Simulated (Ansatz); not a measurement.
FGeH6PSi, SMILES F[SiH](P)[GeH3], a rigid scan of one bond length

Computed with Ansatz 0.2.0 through its Python package.

Run as a notebook:

In [1]:
```python
import ansatz as az
import numpy as np
```

In [2]:
```python
GEOMETRY = """
F    -2.30230    0.41690   -0.44710
Si   -0.71970    0.22240   -0.79820
P     0.33010    2.14170   -0.60610
Ge    0.23810   -1.30200    0.68570
H    -0.56320   -0.28570   -2.18800
H     0.27300    2.15990    0.85640
H     1.70010    1.51590   -0.61860
H    -0.55320   -2.64150    0.54170
H     0.01040   -0.75740    2.17640
H     1.66980   -1.52140    0.40080
"""
```

In [3]:
```python
molecule = az.Crystal.molecule()
for line in GEOMETRY.strip().splitlines():
    symbol, *xyz = line.split()
    molecule = molecule.atom(symbol, [float(v) for v in xyz])
```

In [4]:
```python
symbols = [site.symbol for site in molecule.cartesian_sites]
start = np.array([site.position_ang for site in molecule.cartesian_sites])
axis = (start[3] - start[1]) / np.linalg.norm(start[3] - start[1])
moving = [3, 7, 8, 9]
lengths, energies = [2.053, 2.146, 2.24, 2.333, 2.426, 2.52, 2.613, 2.753], []
for length in lengths:
    xyz = start.copy()
    xyz[moving] += (length - np.linalg.norm(start[3] - start[1])) * axis
    point = az.Crystal.molecule()
    for symbol, place in zip(symbols, xyz):
        point = point.atom(symbol, place.tolist())
    job = point.calculation().basis(gaussian="def2-SVP").functional("pbe", dispersion="d3bj")
    summary = job.run().report
    energies.append(summary["free_energy_ev"])
    print(f"r = {length:6.3f} A  E = {energies[-1]:.5f} eV  <S^2> = {abs(summary['mean_field']['state']['spin_squared']):.3f}")
```
```text
r =  2.053 A  E = -76465.26350 eV  <S^2> = 0.000
r =  2.146 A  E = -76465.73538 eV  <S^2> = 0.000
r =  2.240 A  E = -76466.00848 eV  <S^2> = 0.000
r =  2.333 A  E = -76466.13268 eV  <S^2> = 0.000
r =  2.426 A  E = -76466.15260 eV  <S^2> = 0.000
r =  2.520 A  E = -76466.09754 eV  <S^2> = 0.000
r =  2.613 A  E = -76465.99158 eV  <S^2> = 0.000
r =  2.753 A  E = -76465.77321 eV  <S^2> = 0.000
```

In [5]:
```python
# quartic fit about the minimum
fit = np.polynomial.Polynomial.fit(lengths, np.array(energies) - min(energies), 4).convert()
roots = [r.real for r in fit.deriv().roots() if abs(r.imag) < 1e-9 and fit.deriv(2)(r.real) > 0]
r_e = min(roots, key=lambda r: abs(r - lengths[int(np.argmin(energies))]))
print(f"minimum of the fit at {r_e:.4f} A, force constant {fit.deriv(2)(r_e):.2f} eV/A^2")
```
```text
minimum of the fit at 2.3986 A, force constant 9.36 eV/A^2
```

Notes:
- Total energies depend on the basis set; only differences at equal settings carry meaning.
- The rest of the molecule is held rigid at a force-field or estimated start geometry, and the basis set is modest; single-reference methods fail as a bond breaks.
- The orbitals are restricted, so S² is zero by construction.
- The whole script took 42 s on 1 thread of Arm Neoverse N1, on a shared host, peak memory 0.22 GiB.
